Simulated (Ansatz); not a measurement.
# Sn: a trigonal deformation path

One table from this session's results is given with a row withheld; the runs are named, their logs left out.

Program: Ansatz 0.2.0. Level of theory: DFT r2SCAN, scalar-relativistic, plane waves, PAW. These are calculated values, not measurements.

### The structure to begin with

It takes space group Im-3m (No. 229, cubic). Conventional cell: a = 3.789 Å, b = 3.789 Å, c = 3.789 Å, α = 90.00°, β = 90.00°, γ = 90.00°. Sn (site symmetry m-3m) has 8 Sn at 3.28 Å as nearest neighbours.

As a file:

```
CELL_PARAMETERS angstrom
-1.89465 1.89465 1.89465
1.89465 -1.89465 1.89465
1.89465 1.89465 -1.89465
ATOMIC_POSITIONS crystal
Sn 0.00000 0.00000 0.00000
```

It goes back to an entry of the Materials Project, which need not be the stable form.

No relaxation comes first: the listed cell is the starting point.

Set-up of the first run:

input.yaml

```yaml
crystal:
  lattice:
    - [-1.8946518192, 1.8946518192, 1.8946518192]
    - [1.8946518192, -1.8946518192, 1.8946518192]
    - [1.8946518192, 1.8946518192, -1.8946518192]
  atoms:
    - { symbol: Sn, position: [0.0, 0.0, 0.0] }
basis:
  ecutwfc: 500
kpoints:
  mp_grid: { grid: [20, 20, 20] }
hamiltonian:
  xc: r2scan
scf:
  occupations: { method: gaussian, width: 0.15 }
output:
  forces: true
  stress: true
  eigenvalues: true
  write_density: true
  write_potential: true
  elf: true
  volumetric_format: npy
```

Run with:

```console
ansatz run input.yaml --threads 1 --pin off --max-ram 2560MiB --backend cpu --events-out ev --progress --plain --runs-dir out
```

Steps of the session up to this table: Zero of the scan; ρ = 0.500; Point ρ = 2.000; At ρ = 0.710; Point ρ = 1.410; Point ρ = 0.600; Point ρ = 0.850; ρ = 1.200; ρ = 1.700; At ρ = 0.930; Point ρ = 1.080.

One of the session's tables, all rows but one given; the rest of the session is left out.

Collected from the runs (energy zero: the undisturbed cell):

| ρ | ΔE (meV/atom) | pressure (GPa) |
| --- | --- | --- |
| 0.500 | 4282.2 | 65.5 |
| 0.600 | 1704.9 | 28.0 |
| 0.710 | 524.5 | 9.8 |
| 0.850 | 75.5 | 1.3 |
| 0.930 | 10.9 | -0.2 |
| 1.000 | 0.0 | -0.7 |
| 1.080 | ? | ? |
| 1.200 | 29.3 | 0.8 |
| 1.410 | 29.0 | 2.1 |
| 1.700 | -60.0 | 2.5 |
| 2.000 | -90.9 | 2.9 |

Q: Estimate the row for ρ = 1.080 from the others.

Worked estimate for «ΔE (meV/atom)». A straight line through the neighbours (1.000, 0.0) and (1.200, 29.3) gives 0.0 + (29.3 − 0.0) × (1.080 − 1.000) / (1.200 − 1.000) = 11.7; a parabola fitted to 4 rows on both sides gives 16.8.

As computed: ΔE (meV/atom): 9.2; pressure (GPa): -0.2. In «ΔE (meV/atom)» the line misses by +2.5 and the parabola by +7.6.
